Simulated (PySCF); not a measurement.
# Towards the basis-set limit for AsF

The task here is to estimate one member of a computed series from the others.

Program: PySCF 2.14.0. Level of theory: CCSD(T) on ROHF, scalar-relativistic core potentials. These are calculated values, not measurements.

The first run:

```
molecule             : AsF
state                : triplet, unpaired electrons π ↑↑
smaller basis        : As cc-pwCVDZ-PP with ECP10, F aug-cc-pVDZ
larger basis         : As cc-pwCVTZ-PP with ECP10, F aug-cc-pVTZ
frozen core orbitals : 5
extrapolation        : correlation as n⁻³ (n = 2, 3), Hartree–Fock as (n+1)·exp(−9√n)
corrections          : none
distances (Å)        : 1.5395, 1.6095, 1.6795, 1.7495, 1.8194, 1.9069, 1.9944
masses (u)           : 74.9216, 18.9984
dissociation limit   : As + F
```

Launch:

```
$ OMP_NUM_THREADS=4 python comp.py task.json out
```

One of the session's tables, all rows but one given; the rest of the session is left out.

Parts of the energy along the bond, in eV from As + F:

| R (Å) | HF/CBS | CCSD corr. | (T) |
| --- | --- | --- | --- |
| 1.5395 | -1.641 | -1.574 | -0.1481 |
| 1.6095 | -2.076 | -1.607 | -0.1631 |
| 1.6795 | ? | ? | ? |
| 1.7495 | -2.254 | -1.673 | -0.1935 |
| 1.8194 | -2.136 | -1.704 | -0.2086 |
| 1.9069 | -1.879 | -1.739 | -0.2275 |
| 1.9944 | -1.549 | -1.770 | -0.2463 |

Estimate the missing values for R (Å) = 1.6795.

Worked estimate for «HF/CBS». A straight line through the neighbours (1.6095, -2.076) and (1.7495, -2.254) gives -2.076 + (-2.254 + 2.076) × (1.6795 − 1.6095) / (1.7495 − 1.6095) = -2.165; a parabola fitted to 4 rows on both sides gives -2.257.

The run gave: HF/CBS: -2.254; CCSD corr.: -1.641; (T): -0.1783. In «HF/CBS» the line misses by +0.089 and the parabola by -0.003.

Limits of these values: An extrapolation from double and triple zeta is rough, so this isn't yet the limit.
